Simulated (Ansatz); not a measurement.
# AlZn3: the cost of one run

Computed with Ansatz 0.2.0 (DFT r2SCAN, scalar-relativistic, plane waves, PAW).

1 further run of the same task is left out (set aside as unsound or not needed).

## Step 1: The system as given

It takes space group Pm-3n (No. 223, cubic). The conventional cell has a = 5.040 Å, b = 5.040 Å, c = 5.040 Å, α = 90.00°, β = 90.00°, γ = 90.00°. Al (site symmetry m-3) is surrounded by 12 Zn at 2.82 Å. Zn (site symmetry -4m2) has 2 Zn at 2.52 Å and 4 Al at 2.82 Å as nearest neighbours.

Coordinates:

```xyz
8
Lattice="5.0403 0.0000 0.0000 0.0000 5.0403 0.0000 0.0000 0.0000 5.0403" Properties=species:S:1:pos:R:3 pbc="T T T"
Al    0.0000    0.0000    0.0000
Al    2.5201    2.5201    2.5201
Zn    1.2601    0.0000    2.5201
Zn    2.5201    3.7802    0.0000
Zn    3.7802    0.0000    2.5201
Zn    2.5201    1.2601    0.0000
Zn    0.0000    2.5201    3.7802
Zn    0.0000    2.5201    1.2601
```

It is the end of an earlier relaxation with the same method, from a generated guess; it is a trial structure. At a tolerance of 0.05 Å it has space group Pm-3n (No. 223); it has 16.01 Å³/atom, an uncorrected energy of +0.07 eV/atom over the elements and, on its mesh, gap none (metal).

## Step 2: The same geometry with r2SCAN

input.yaml reads:

```yaml
crystal:
  lattice:
    - [5.0402626, 0.0, 0.0]
    - [0.0, 5.0402626, 0.0]
    - [0.0, 0.0, 5.0402626]
  atoms:
    - { symbol: Al, position: [0.0, 0.0, 0.0] }
    - { symbol: Al, position: [0.5, 0.5, 0.5] }
    - { symbol: Zn, position: [0.25, 0.0, 0.5] }
    - { symbol: Zn, position: [0.5, 0.75, 0.0] }
    - { symbol: Zn, position: [0.75, 0.0, 0.5] }
    - { symbol: Zn, position: [0.5, 0.25, 0.0] }
    - { symbol: Zn, position: [0.0, 0.5, 0.75] }
    - { symbol: Zn, position: [0.0, 0.5, 0.25] }
basis:
  ecutwfc: 500
kpoints:
  mp_grid: { grid: [8, 8, 8] }
  band_path:
    path:
      - [[0.0, 0.0, 0.0], [0.0, 0.5, 0.0], [0.5, 0.5, 0.0], [0.0, 0.0, 0.0], [0.5, 0.5, 0.5], [0.0, 0.5, 0.0]]
      - [[0.5, 0.5, 0.5], [0.5, 0.5, 0.0]]
    npoints: 14
hamiltonian:
  xc: r2scan
scf:
  occupations: { method: gaussian, width: 0.1 }
  n_extra_bands: 20
output:
  forces: true
  stress: true
  eigenvalues: true
  populations: true
  dos: { projected: true, de: 0.02, nscf_kmesh: { grid: [10, 10, 10] } }
  bader: true
  write_density: true
  write_potential: true
  elf: true
  volumetric_format: npy
```

Command:

```console
$ ansatz run input.yaml --threads 4 --pin off --max-ram 8192MiB --backend cpu --events-out ev --progress --plain --runs-dir out
```

What time and memory should one allow on 4 threads of Arm Neoverse V1, shared host?

About 48 s, with a peak of 0.99 GiB.
